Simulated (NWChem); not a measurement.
# wB97X/jorge-DZP run of MgH2S (SMILES [MgH][SH])

What is the electronic atomisation energy of MgH2S at wB97X/jorge-DZP? 

The calculation is run with NWChem 7.3.0.

### 1 Starting point

MgH2S has 4 atoms, charge 0, and is taken as a singlet. As SMILES, `[MgH][SH]`. Geometry: relaxed at PBE0-D4/def2-TZVP.

Bond lengths: Mg1–S2 2.296 Å, Mg1–H3 1.694 Å, S2–H4 1.345 Å. Angles: Mg1–S2–H4 92.9°, S2–Mg1–H3 179.4°.

### 2 The energy at wB97X/jorge-DZP (run 1)

Input file job.nw:

```
echo
START job
memory stack 880 mb heap 220 mb global 1100 mb
charge 0
GEOMETRY noautosym nocenter noautoz
  Mg      -0.036000      -0.777000       0.271800
  S       -0.566100       1.000300      -1.081300
  H        0.342700      -2.097900       1.261800
  H        0.314900       1.814400      -0.472700
END
BASIS spherical bse
  Mg library jorge-DZP
  S library jorge-DZP
  H library jorge-DZP
END
DFT
  xc wb97x
  grid fine
  convergence energy 1e-08
  iterations 100
  mulliken
  print low
END
TASK dft energy
```

Run with:

```bash
nwchem job.nw > job.out
```

Log:

```text
[...]
 d= 0,ls=0.0,diis     1   -599.4527382217 -6.58D+02  8.68D-03  2.61D+00     2.2
[...]
 d= 0,ls=0.0,diis     9   -599.4862809251 -2.46D-09  1.36D-06  8.28D-10    17.8
         Total DFT energy =     -599.486280925094
      One electron energy =     -948.398387707375
           Coulomb energy =      332.959400115382
    Exchange-Corr. energy =      -42.928502898470
 Nuclear repulsion energy =       58.881209565369
[...]
      Total Density - Mulliken Population Analysis
     ---------------------------------------------
    Atom       Charge   Shell Charges
 -----------   ------   -------------------------------------------------------
    1 Mg  12    11.62   0.60  0.86  0.50  0.37  1.66  0.68  0.18  5.62  0.42  0.45  0.12  0.17
    2 S   16    16.39   0.32  0.74  0.76  0.16  1.99  1.06  0.74  5.68  0.65  2.31  1.93  0.04
    3 H    1     1.11   0.69  0.41  0.00
    4 H    1     0.89   0.69  0.16  0.03
[...]
```

It took 19 s on 1 thread of Intel Xeon Platinum 8488C (Sapphire Rapids), shared host; peak memory 0.12 GiB.

### 3 The H atom (run 2)

Input file nw.nw:

```
start nw
title "H energy"
memory stack 880 mb heap 220 mb global 1100 mb
geometry noautosym nocenter noautoz
H        0.000000       0.000000       0.000000
end
basis spherical bse
* library jorge-DZP
end
dft
xc wb97x
mult 2
grid fine
convergence energy 1e-08
iterations 100
mulliken
print low
end
task dft energy
```

Run with:

```bash
nwchem nw.nw > nw.out
```

Log:

```text
[...]
 d= 0,ls=0.0,diis     1     -0.5008387788 -5.01D-01  1.44D-03  2.41D-05     0.1
[...]
 d= 0,ls=0.0,diis     4     -0.5008565009 -1.52D-13  6.19D-11  2.49D-20     0.2
[...]
         Total DFT energy =       -0.500856500859
      One electron energy =       -0.499041478239
           Coulomb energy =        0.308725322430
    Exchange-Corr. energy =       -0.310540345051
 Nuclear repulsion energy =        0.000000000000
[...]
      Total Density - Mulliken Population Analysis
     ---------------------------------------------
    Atom       Charge   Shell Charges
 -----------   ------   -------------------------------------------------------
    1 H    1     1.00   0.55  0.45  0.00
     --------------------------------------------
      Spin Density - Mulliken Population Analysis
     --------------------------------------------
    Atom       Charge   Shell Charges
 -----------   ------   -------------------------------------------------------
    1 H    1     1.00   0.55  0.45  0.00
[...]
      <S2> =      0.7500 (Exact =     0.7500)
[...]
```

Wall time 0.89 s (1 thread of Intel Xeon Platinum 8488C (Sapphire Rapids), shared host); peak memory 0.11 GiB.

Run 3 isn't shown in full; the table further down has it.

### 4 The S atom (run 4)

Input file a.nw:

```
start a
memory stack 880 mb heap 220 mb global 1100 mb

geometry noautosym nocenter noautoz
   S        0.000000       0.000000       0.000000
end

basis spherical bse
   * library jorge-DZP
end

dft
   xc wb97x
   mult 3
   grid fine
   convergence energy 1e-08
   maxiter 100
   mulliken
   print low
end

task dft energy
```

Run with:

```bash
nwchem a.nw > a.out
```

Log:

```text
[...]
 d= 0,ls=0.0,diis     1   -398.0880271839 -3.98D+02  7.89D-03  4.66D-01     0.3
[...]
 d= 0,ls=0.0,diis     7   -398.1034567551 -5.06D-09  4.66D-07  3.03D-11     2.0
[...]
         Total DFT energy =     -398.103456755134
      One electron energy =     -549.569242745044
           Coulomb energy =      177.092677466001
    Exchange-Corr. energy =      -25.626891476090
 Nuclear repulsion energy =        0.000000000000
[...]
      Total Density - Mulliken Population Analysis
     ---------------------------------------------
    Atom       Charge   Shell Charges
 -----------   ------   -------------------------------------------------------
    1 S   16    16.00   0.32  0.74  0.76  0.16  2.00  1.13  0.89  5.68  0.64  2.06  1.62  0.00
     --------------------------------------------
      Spin Density - Mulliken Population Analysis
     --------------------------------------------
    Atom       Charge   Shell Charges
 -----------   ------   -------------------------------------------------------
    1 S   16     2.00   0.00  0.00 -0.00  0.00 -0.00  0.03 -0.03  0.04  0.12  1.14  0.71  0.00
[...]
      <S2> =      2.0035 (Exact =     2.0000)
[...]
```

It took 2.6 s on 1 thread of Intel Xeon Platinum 8488C (Sapphire Rapids), shared host; peak memory 0.11 GiB.

### 5 Overview of the runs

```
run              level  partner  energy (Eh)  wall time
  1    wB97X/jorge-DZP     base  -599.486281       19 s
  2  U-wB97X/jorge-DZP    atoms    -0.500857     0.89 s
  3    wB97X/jorge-DZP    atoms  -200.056643      2.4 s
  4  U-wB97X/jorge-DZP    atoms  -398.103457      2.6 s
```

### 6 Results

Level: wB97X/jorge-DZP.

| quantity | value |
| --- | --- |
| S atom: total energy | -398.10346 Eh |
| S atom: ⟨S²⟩ | 2.003 |
| electronic atomisation energy | 8.829 eV |

**Reading.** Taking the molecule apart into free atoms costs 8.83 eV (204 kcal/mol), before zero-point energy and without spin-orbit coupling. All runs together took 24 s, the longest 19 s.
